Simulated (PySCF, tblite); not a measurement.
# C8H8F radical: geometry, infrared bands and EPR parameters

Wanted: the infrared bands and EPR parameters of C8H8F radical (`C#CC(=C)C[C](F)C=C`), by calculation.

Computed with tblite 0.8.0 and PySCF 2.14.0, with density-fitted response routines of our own, on a single molecule in the gas phase. Atoms are numbered from 0 throughout.

## Step 1: The molecule as given

17 atoms, charge 0, multiplicity 2; geometry from: force field or distance geometry start.

Bonds of the start (Å): C0–C1 1.20, C1–C2 1.42, C2–C3 1.36, C2–C4 1.50, C4–C5 1.50, C5–F6 1.35, C5–C7 1.45, C7–C8 1.33, C0–H9 1.07, C3–H10 1.09, C3–H11 1.08, C4–H12 1.09, C4–H13 1.09, C7–H14 1.09, C8–H15 1.09, C8–H16 1.08.

## Step 2: Optimising the geometry with GFN2-xTB

The job: settings as JSON, then the geometry in Å.

```
{"job": {"kind": "relax", "xc": "GFN2-xTB", "basis": "xTB"}, "charge": 0, "multiplicity": 2}
C     -1.739800     1.504800     1.842500
C     -1.633500     0.794500     0.878700
C     -1.473000    -0.068500    -0.243600
C     -2.331600     0.091400    -1.286100
C     -0.416000    -1.137900    -0.228700
C      0.939300    -0.600600    -0.562100
F      1.393300    -0.638100    -1.837800
C      1.837300    -0.097000     0.464400
C      3.079400     0.322700     0.213400
H     -1.861000     2.147500     2.691400
H     -2.270200    -0.548100    -2.160800
H     -3.108200     0.843400    -1.271400
H     -0.660700    -1.912300    -0.962500
H     -0.403800    -1.646000     0.733500
H      1.447600    -0.065300     1.480200
H      3.701300     0.698300     1.026500
H      3.492600     0.323200    -0.787400
```

Run with:

```sh
$ OMP_NUM_THREADS=1 python probes_run.py task.json out
```

The driver reads the jobs from task.json and runs them one after another.

**Question.** This job is followed by: GFN2-xTB harmonic vibrations, gas phase; UKS B3LYP, pcH-1 on C F H, non-relativistic, mean-field spin-orbit, GIAO. What will the session give for the following? strongest single infrared mode (GFN2-xTB); zero-point energy (GFN2-xTB); g(iso) (B3LYP); ⟨S²⟩; largest a(iso) (averaged by class); potential on the surface of density 0.002 e/bohr³, 1st and 99th percentile.

**Answer**, as computed:

| quantity | value |
| --- | --- |
| strongest single infrared mode (GFN2-xTB) | 1194 cm⁻¹, 62 km/mol |
| zero-point energy (GFN2-xTB) | 79.4 kcal/mol |
| g(iso) (B3LYP) | 2.00313 |
| ⟨S²⟩ | 0.775 (exact 0.75) |
| largest a(iso) (averaged by class) | 19F on F6, 83.3 MHz |
| potential on the surface of density 0.002 e/bohr³, 1st and 99th percentile | -0.80 V and 1.45 V |

What this shows: Relaxing lowered the energy by 0.237 eV in 63 steps; the close pair that moved most is C5–C7, from 1.454 to 1.382 Å. All 45 modes are real, so the xTB geometry is a minimum. The strongest single mode, at 1194 cm⁻¹, is spread over many atoms; the largest shares are those of C5, H14. Unscaled tight-binding wavenumbers are off by several per cent, some by more. Its intensities can rank the bands wrongly. The largest spin populations lie on C8 (0.66 e), C5 (0.58 e). The isotropic g lies 0.8 ppt above the free-electron value. These values are for one conformer; the search (at its own cheap level) found 2 more, at 0.76, 2.06 kcal/mol, and measured spectra average over such forms.
